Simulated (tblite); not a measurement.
# C8H14AlF: the cost of one run

The runs use tblite 0.8.0 and PySCF 2.14.0, with density-fitted response routines of our own; the level of theory stands in each step. All values are computed, except where a source is named. Atoms are numbered from 0 throughout.

## (1) Starting geometry

24 atoms, charge 0, multiplicity 1; geometry from: force field or distance geometry start.

Bonds of the start (Å): F0–Al1 1.79, Al1–C2 2.02, C2–C3 1.52, C3–C4 1.52, C4–C5 1.49, C5–C6 1.54, C6–C7 1.50, C7–C8 1.54, C8–C9 1.52, C6–C2 1.49, C9–C7 1.47, Al1–H10 1.61, C2–H11 1.10, C3–H12 1.10, C3–H13 1.11, C4–H14 1.09, C4–H15 1.10, C5–H16 1.10, C5–H17 1.13, C6–H18 1.11, C7–H19 1.11, C8–H20 1.08, C8–H21 1.13, C9–H22 1.11, C9–H23 1.12.

## (2) Geometry optimisation with GFN2-xTB

What the job is given:

```
{"job": {"kind": "relax", "xc": "GFN2-xTB", "basis": "xTB"}, "charge": 0, "multiplicity": 1}
F     -3.304600     2.749100    -0.435700
Al    -1.974200     1.970400     0.470600
C     -1.100000     0.401800    -0.456600
C     -2.040300    -0.753000    -0.170200
C     -1.158000    -1.984200    -0.053200
C      0.233200    -1.476000    -0.207300
C      0.184400     0.010700     0.188400
C      1.402600     0.609400    -0.453700
C      2.674700     0.144300     0.270600
C      2.271400     1.603000     0.194300
H     -2.120300     1.884900     2.068000
H     -1.021400     0.612200    -1.538000
H     -2.804500    -0.831600    -0.953000
H     -2.564400    -0.652400     0.797500
H     -1.326000    -2.506200     0.888000
H     -1.386300    -2.594800    -0.943800
H      1.015900    -2.022600     0.338000
H      0.443100    -1.452900    -1.315700
H      0.177500     0.041600     1.296900
H      1.431900     0.441600    -1.553800
H      3.480600    -0.258200    -0.322400
H      2.543000    -0.269300     1.310000
H      2.012500     2.172500     1.106200
H      2.917600     2.179600    -0.517600
```

Run with:

```console
$ OMP_NUM_THREADS=1 python probes_run.py task.json out
```

This one command runs all jobs of the session in turn.

Q: Estimate the wall time and peak memory of this first job on 1 thread of Arm Neoverse N1, shared host.

About 2.2 s, with a peak of 0.18 GiB.
